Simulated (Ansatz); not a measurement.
# WS (Pm-3m) in Ansatz: single point with PBE

Aim: the single point of WS with PBE.

All numbers are computed with Ansatz 0.2.0; they aren't measurements. Logs are shortened: lines on timing, memory, paths and dates and some standing lists are left out, and cuts for length are marked.

**1. The structure**

It takes space group Pm-3m (No. 221, cubic). Conventional cell: a = 3.008 Å, b = 3.008 Å, c = 3.008 Å, α = 90.00°, β = 90.00°, γ = 90.00°. W (site symmetry m-3m) has 8 S at 2.60 Å as nearest neighbours. Around S (site symmetry m-3m) lie 8 W at 2.60 Å.

The cell was built by a generator and needn't be a form met in nature.

**2. Single point, PBE**

Contents of input.yaml:

```yaml
crystal:
  lattice:
    - [3.00789, 0.0, 0.0]
    - [0.0, 3.00789, 0.0]
    - [0.0, 0.0, 3.00789]
  atoms:
    - { symbol: W, position: [0.5, 0.5, 0.5] }
    - { symbol: S, position: [0.0, 0.0, 0.0] }
kpoints:
  mp_grid: { grid: [5, 5, 5] }
scf:
  occupations: { method: fermi_dirac, width: 0.04 }
hamiltonian:
  xc: pbe
  pseudopotentials: { kind: all_electron, lapw: { basis_error: 0.002 } }
output:
  forces: true
  stress: true
  eigenvalues: true
```

Potentials or basis: all-electron LAPW, scalar-relativistic.

On the command line:

```sh
$ ansatz run input.yaml --threads 1 --pin off --max-ram 3072MiB --backend cpu --events-out ev --progress --plain --runs-dir out
```

The program printed:

```text
Warning: RAYON_NUM_THREADS=1 ignored (pool sized by the plan → 1); use --threads N
LAPW: plane waves up to 7.520 Å⁻¹, error target 2.0e-3 eV per atom; small_component_spin mean_spin; S in spheres of 1.121 Å, 14 of its electrons in bands, Dirac shells []; W in spheres of 1.484 Å, 38 of its electrons in bands, Dirac shells [] (how accurate: hamiltonian.pseudopotentials.lapw.basis_error, Limitations)
Engine: ansatz 0.2.0, aarch64-unknown-linux-gnu
Pseudopotentials: kind: all_electron
Pseudopotential: W, LAPW, valence charge 38, lapw/all_electron/scalar/gaussian/W, Koelling and Harmon's equation, gaussian nucleus
Pseudopotential: S, LAPW, valence charge 14, lapw/all_electron/scalar/gaussian/S, Koelling and Harmon's equation, gaussian nucleus
Functional definition: PBE
  parameter kappa = 0.804
  parameter beta = 0.06672455060314922
  exchange = pbe_x(kappa = kappa, mu = beta*pi^2/3)
  correlation = pbe_c(beta = beta)
Crystal: 2 atoms, lattice volume = 27.214 Å³
Basis set: ecut = 215.43546418035038 eV, 179 PW (Γ), exchange–correlation at level 2
Bands: 32, of which v1, the nominal top of the filled ones, is band 26 counted from 1 (25 counted from 0)
Symmetry: 48 space group operations
Space group: Pm-3m (ITA 221), of the structure as read, at distance tolerance 3.0e-5 Å
k-points: 10 of 125
Non-local potential: W, projectors of the file, none
Non-local potential: S, projectors of the file, none
Initial density: superposition of atomic densities (chi_scale 0.1, normalization cell, long waves kept (reshape's long-wave potential 0.00 eV rms))
Initial wavefunctions: plane waves of lowest kinetic energy (no species holds an atomic orbital)
Functional: x = pbe(κ = 0.804, μ = 0.2195149727645171), c = pbe(β = 0.06672455060314922)
iter 1 solved again at ethr=6.89e-5 eV; its pass at ethr=1.00e-1 eV (dr2=3.58e-2 eV) is discarded
SCF iter   1: F=—  HF=-450064.420326 eV  |F-HF|=—  |Δ(HF+E_count)|=         —  Δρ=1.85e-2  dr2=3.58e-2  ethr=6.89e-5  ⟨swp⟩=3.1  Hψ=2116  notcnv=0
preconditioner: auto → Kerker (q_TF=auto, 3.039 Å⁻¹)  [metal: Δε(μ)=0.036 eV  Ē_g=26.757 eV  σ=0.040 eV  W_gap=0.21  n_scr=18 (ndim 8)  ℏωp=40.3 eV  f_vac=0.000  D(μ)=3.37/eV (n_scr^D=56)]
SCF iter   2: F=—  HF=-450064.368301 eV  |F-HF|=—  |Δ(HF+E_count)|=   5.20e-2  Δρ=1.14e-2  dr2=2.27e-2  ethr=6.89e-5  ⟨swp⟩=2.0  Hψ=1001  notcnv=0
SCF iter   3: F=—  HF=-450064.362551 eV  |F-HF|=—  |Δ(HF+E_count)|=   5.75e-3  Δρ=7.50e-3  dr2=7.23e-3  ethr=4.37e-5  ⟨swp⟩=2.0  Hψ=964  notcnv=0
SCF iter   4: F=—  HF=-450064.363731 eV  |F-HF|=—  |Δ(HF+E_count)|=         —  Δρ=3.51e-3  dr2=1.86e-3  ethr=1.39e-5  ⟨swp⟩=2.0  Hψ=942  notcnv=0
the basis was enlarged: its passes take 436.5 KiB over the memory plan, 1 of 1 planned eigensolver slots
iter 5 solved again at ethr=3.38e-7 eV; its pass at ethr=3.57e-6 eV (dr2=1.76e-4 eV) is discarded
SCF iter   5: F=—  HF=-450064.364348 eV  |F-HF|=—  |Δ(HF+E_count)|=   6.17e-4  Δρ=1.02e-3  dr2=1.76e-4  ethr=3.38e-7  ⟨swp⟩=2.0  Hψ=1593  notcnv=0
SCF iter   6: F=—  HF=-450064.364265 eV  |F-HF|=—  |Δ(HF+E_count)|=   8.25e-5  Δρ=3.25e-4  dr2=1.80e-5  ethr=3.38e-7  ⟨swp⟩=2.0  Hψ=942  notcnv=0
SCF iter   7: F=—  HF=-450064.364270 eV  |F-HF|=—  |Δ(HF+E_count)|=   4.96e-6  Δρ=7.40e-5  dr2=9.42e-7  ethr=3.46e-8  ⟨swp⟩=2.0  Hψ=942  notcnv=0
SCF iter   8: F=—  HF=-450064.364270 eV  |F-HF|=—  |Δ(HF+E_count)|=   4.50e-7  Δρ=2.55e-5  dr2=2.73e-7  ethr=1.81e-9  ⟨swp⟩=2.3  Hψ=945  notcnv=0
SCF iter   9: F=-450064.364270 eV  HF=-450064.364270 eV  |F-HF|=1.86e-9  |Δ(HF+E_count)|=   5.62e-8  Δρ=3.86e-6  dr2=1.91e-9  ethr=5.25e-10  ⟨swp⟩=2.0  Hψ=942  notcnv=0
SCF 1 converged in 9 iterations: F = -450064.364270 eV  dr2 = 1.91e-9
SCF converged after 9 iterations
Free energy (F): -450064.364270 eV
Harris-Foulkes:  -450064.364270 eV  (|F-HF|=1.86e-9)
Internal energy: -450064.348984 eV  (E = F + TS)
E sigma→0 (E₀):  -450064.356627 eV
Entropy (-TS):   -0.015287 eV (-7.643 meV/atom)
Fermi energy:    24.736710 eV
--- Per-component energies (eV) ---
  E_band       = -3248.213456
  E_kinetic    = 502790.836268
  E_xc         = -9533.815753
  E_electrostatic = -943321.369499  (all electrons and nuclei)
  E_smearing   = -0.015287  (= −TS)
  E_closure    = 0.000000  (closes the sum)
  E_atoms      = -450049.371064  (free atoms, spherical and without spin; not in F)
  Σ components = -450064.364270   (vs F -450064.364270, Δ=0.00e0)
  Basis errors (estimates in eV, not in F): energy 7.1e-4 per atom: plane waves 6.2e-4 (3.2e-4 summed), levels above the bands 4.0e-93, relativity 7.8e-8, radial functions 9.0e-5, core shells 2.2e-7; eigenvalues (radial functions only) 4.5e-6; not estimated: angular momenta, meshes, grids; target (lapw.basis_error) 2.0e-3; muffin-tin radii S 1.121 Å, W 1.484 Å
--- Forces (eV/Å), atoms counted from 1 ---
  atom   1  W      0.00000000     0.00000000     0.00000000
  atom   2  S     -0.00000000     0.00000000     0.00000000
  max |Σ_I F_I| component: 6.90e-31 eV/Å
--- Stress (GPa, compression-positive) ---
        0.283055      -0.000000       0.000000
       -0.000000       0.283055       0.000000
        0.000000       0.000000       0.283055
  P = ⅓ Tr σ = 0.2831 GPa (2.831 kbar)
--- Band table (eV; the first three rows and the last of 10) ---
  k-point 0: bands = ["-208.9657", "-208.9657", "-208.9657", "-208.9443", "-208.9443", "-183.2779", "-128.0743", "-128.0743", "-128.0743", "-49.8821", "-14.0131", "-14.0131", "-14.0131", "-4.1424", "-4.1312", "-4.1312", "-4.1312", "-4.1105", "-4.1105", "-4.1105", "6.8996", "19.9297", "19.9297", "21.6481", "21.6481", "21.6481", "25.6622", "25.6622", "25.6622", "26.8595", "33.9199", "33.9199"]
  k-point 1: bands = ["-208.9657", "-208.9657", "-208.9657", "-208.9443", "-208.9443", "-183.2779", "-128.0743", "-128.0743", "-128.0743", "-49.8756", "-14.1597", "-13.9997", "-13.9997", "-4.1432", "-4.1323", "-4.1295", "-4.1295", "-4.1164", "-4.1090", "-4.1090", "7.5173", "17.7326", "20.3081", "20.8842", "20.8842", "22.7974", "25.8765", "26.6782", "26.6782", "28.8442", "31.7578", "35.2868"]
  k-point 2: bands = ["-208.9657", "-208.9657", "-208.9657", "-208.9443", "-208.9443", "-183.2779", "-128.0743", "-128.0743", "-128.0743", "-49.8653", "-14.3899", "-13.9779", "-13.9779", "-4.1446", "-4.1342", "-4.1270", "-4.1270", "-4.1256", "-4.1060", "-4.1060", "8.9024", "14.6966", "19.9729", "19.9729", "21.0798", "26.1690", "26.2621", "28.6021", "28.6021", "29.1837", "30.3019", "33.2114"]
  k-point 9: bands = ["-208.9657", "-208.9657", "-208.9657", "-208.9443", "-208.9443", "-183.2779", "-128.0743", "-128.0743", "-128.0743", "-49.8326", "-14.2878", "-14.2821", "-14.2821", "-4.1522", "-4.1230", "-4.1230", "-4.1227", "-4.1180", "-4.1179", "-4.1179", "10.7458", "16.0553", "16.0553", "17.1481", "24.4214", "25.2134", "25.2134", "29.0195", "29.0195", "30.5896", "31.3197", "31.3197"]
```

It took 3.6 s on 1 thread of Arm Neoverse V1, shared host; peak memory 0.23 GiB.

Results:

```
Free energy            : -450064.3643 eV
Pressure               : 0.3 GPa
Band gap on the k mesh : none (metal or under the smearing width)
```

Caveat: the k mesh is coarse (spacing up to 0.42 Å⁻¹), so the values aren't converged; the k mesh is thin for a metal, which can move the energy by tens of meV per atom.
